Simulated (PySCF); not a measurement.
**LaOCl: other functionals and bases at one geometry**

One table from this session's results is given with a row withheld; the runs are named, their logs left out.

Computed with PySCF 2.14.0. Level: several levels, as the steps say, no spin–orbit coupling.

1 further run of the same task is left out (for a known fault of the program).

### The starting structure

3 atoms, charge 0, spin multiplicity 1.

Bond lengths: La1–O2 1.894 Å, La1–Cl3 2.656 Å. Angles: O2–La1–Cl3 113.8°.

Geometry (Å):

```
La    0.3050    0.0000   -0.4618
O     1.8509    0.0000    0.6334
Cl   -1.9730    0.0000    0.9031
```

Formal oxidation states: La +3. The 4f shell is empty and lies in the core potential. An earlier session relaxed this geometry at PBE0, La lcecp-1-SVP with ECP46, O def2-SVP, Cl def2-SVP (singlet, point group Cs).

At PBE0 on the finer grid: E = -566.687393 Eh, HOMO -6.97 eV, LUMO -2.11 eV, Mulliken charge on La1 +0.89 e, largest force component 0.007 eV/Å. The large-core potential holds the 4f shell empty.

Levels to run: CAM-B3LYP; TPSS; PBE0, TZVP. Hardware: 2 threads of Arm Neoverse V2, shared host.

Set-up of the first run:

The input, run.py (the lines that set the calculation):

```python
mol = gto.M(atom='''
La     0.30505     0.00000    -0.46181
O      1.85087     0.00000     0.63339
Cl    -1.97298     0.00000     0.90306''',
    basis={'La': 'lcecp-1-SVP', 'O': 'def2-SVP', 'Cl': 'def2-SVP'},
    ecp={'La': 'lcecp-1-SVP'},
    charge=0, spin=0)
mf = dft.RKS(mol, xc='CAMB3LYP')
mf.grids.atom_grid = (75, 302)  # f atoms: unpruned, at least (60, 302)
mf = mf.density_fit()  # fitting sets: La AutoAux, O def2-universal-JKFIT, Cl def2-universal-JKFIT
mf.conv_tol = 1e-08; mf.max_cycle = 55
mf.kernel(dm0)  # dm0: the density of the relaxed state
```

Started as:

```sh
OMP_NUM_THREADS=2 python run.py
```

Steps of the session up to this table: CAM-B3LYP; TPSS; PBE0, TZVP.

One table of the session follows, with a row left open; its other results are not shown here.

```
              level  HOMO (eV)  gap (eV)  charge on La1 (e)  dipole (D)  largest force component (eV/Å)
PBE0 (relaxed here)      -6.97      4.86               0.89        7.71                            0.01
          CAM-B3LYP          ?         ?                  ?           ?                               ?
               TPSS      -5.64      3.14               0.83        7.41                            0.82
         PBE0, TZVP      -6.97      4.89               1.24        7.93                            0.27
```

Estimate the missing values for CAM-B3LYP.

The run gave: HOMO (eV): -8.23; gap (eV): 6.69; charge on La1 (e): 0.87; dipole (D): 7.92; largest force component (eV/Å): 0.11. In the column «HOMO (eV)» it is the lowest.

In one basis the HOMO–LUMO gap runs from 3.14 eV (TPSS) to 6.69 eV (CAM-B3LYP). The largest leftover force, 0.82 eV/Å with TPSS, stands at a geometry relaxed at another level. With 4f in the core, its levels are missing from HOMO and gap, and its count is fixed, so no charge can pass from the ligands into it. Total energies of different levels can't be compared.
